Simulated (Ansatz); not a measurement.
# CH7AlSeSi: basis-set convergence

One table from this session's results is given with a row withheld; the runs are named, their logs left out.

Program: Ansatz 0.2.0, Gaussian basis. Level of theory: one geometry, several basis sets. These are calculated values, not measurements.

Plan: PBE0-D4/def2-SVP; ωB97M-V/def2-SVP; PBE0-D4/def2-QZVPP; ωB97M-V/def2-QZVPP; the functionals' def2-TZVPP values are taken from earlier runs.

### The relaxed structure

All runs share one geometry, relaxed beforehand with PBE0-D4 in a triple-zeta def2 set.

SMILES `[AlH2][CH2][SiH2][SeH]`, 11 atoms, charge 0, spin multiplicity 1.

Atoms are counted from 1 here; the program's logs count them from 0.

Bond lengths: Al1–C2 2.010 Å, Al1–H5 1.590 Å, Al1–H6 1.592 Å, C2–Si3 1.830 Å, C2–H7 1.092 Å, C2–H8 1.093 Å, Si3–Se4 2.363 Å, Si3–H9 1.486 Å, Si3–H10 1.483 Å, Se4–H11 1.471 Å. Angles: C2–Al1–H5 118.0°, C2–Al1–H6 115.8°, H5–Al1–H6 122.0°, Al1–C2–Si3 97.9°, Al1–C2–H7 114.6°, Al1–C2–H8 110.3°, Si3–C2–H7 112.7°, Si3–C2–H8 111.5°, H7–C2–H8 109.4°, C2–Si3–Se4 101.7°, C2–Si3–H9 120.3°, C2–Si3–H10 114.5°, Se4–Si3–H9 106.1°, Se4–Si3–H10 101.5°, H9–Si3–H10 110.1°, Si3–Se4–H11 92.7°.

Coordinates:

```xyz
11
CH7AlSeSi
Al   -1.2026    0.9996   -0.0454
C     0.6479    0.6610   -0.7526
Si    1.1204   -0.6743    0.4069
Se   -0.9885   -1.3966    1.1910
H    -2.4299    0.8016   -1.0374
H    -1.2933    1.9512    1.2276
H     1.3193    1.5209   -0.7018
H     0.5991    0.2993   -1.7833
H     1.8129   -1.8904   -0.0924
H     1.7579   -0.2031    1.6605
H    -1.2777   -2.1263   -0.0526
```

The first run:

Input file in.yaml:

```yaml
crystal:
  periodic: [false, false, false]
  atoms:
    - {symbol: Al, position_ang: [-1.202645, 0.999637, -0.045444]}
    - {symbol: C, position_ang: [0.647910, 0.660990, -0.752596]}
    - {symbol: Si, position_ang: [1.120426, -0.674300, 0.406877]}
    - {symbol: Se, position_ang: [-0.988503, -1.396619, 1.191023]}
    - {symbol: H, position_ang: [-2.429905, 0.801617, -1.037368]}
    - {symbol: H, position_ang: [-1.293346, 1.951230, 1.227581]}
    - {symbol: H, position_ang: [1.319264, 1.520919, -0.701812]}
    - {symbol: H, position_ang: [0.599127, 0.299289, -1.783292]}
    - {symbol: H, position_ang: [1.812921, -1.890389, -0.092411]}
    - {symbol: H, position_ang: [1.757893, -0.203094, 1.660507]}
    - {symbol: H, position_ang: [-1.277741, -2.126278, -0.052562]}
basis:
  gaussian: {orbitals: def2-SVP}
hamiltonian: {xc: pbe0, dispersion: d4}
output: {orbitals: {seedname: orbitals}}
```

Steps of the session up to this table: PBE0-D4 in def2-SVP; ωB97M-V in def2-SVP; PBE0-D4 in def2-QZVPP; ωB97M-V in def2-QZVPP.

One of the session's tables, all rows but one given; the rest of the session is left out.

It belongs to the step «Density functionals: the series». 

| functional | basis | HOMO (eV) |
| --- | --- | --- |
| PBE0-D4 | def2-SVP | -7.53 |
| PBE0-D4 | def2-TZVPP | -7.53 |
| PBE0-D4 | def2-QZVPP | -7.53 |
| ωB97M-V | def2-SVP | ? |
| ωB97M-V | def2-TZVPP | -9.68 |
| ωB97M-V | def2-QZVPP | -9.68 |

**Question.** Estimate the row for ωB97M-V, def2-SVP.

The run gave: HOMO (eV): -9.65. In the column «HOMO (eV)» it lies between ωB97M-V, def2-QZVPP (-9.68) and PBE0-D4, def2-SVP (-7.53).
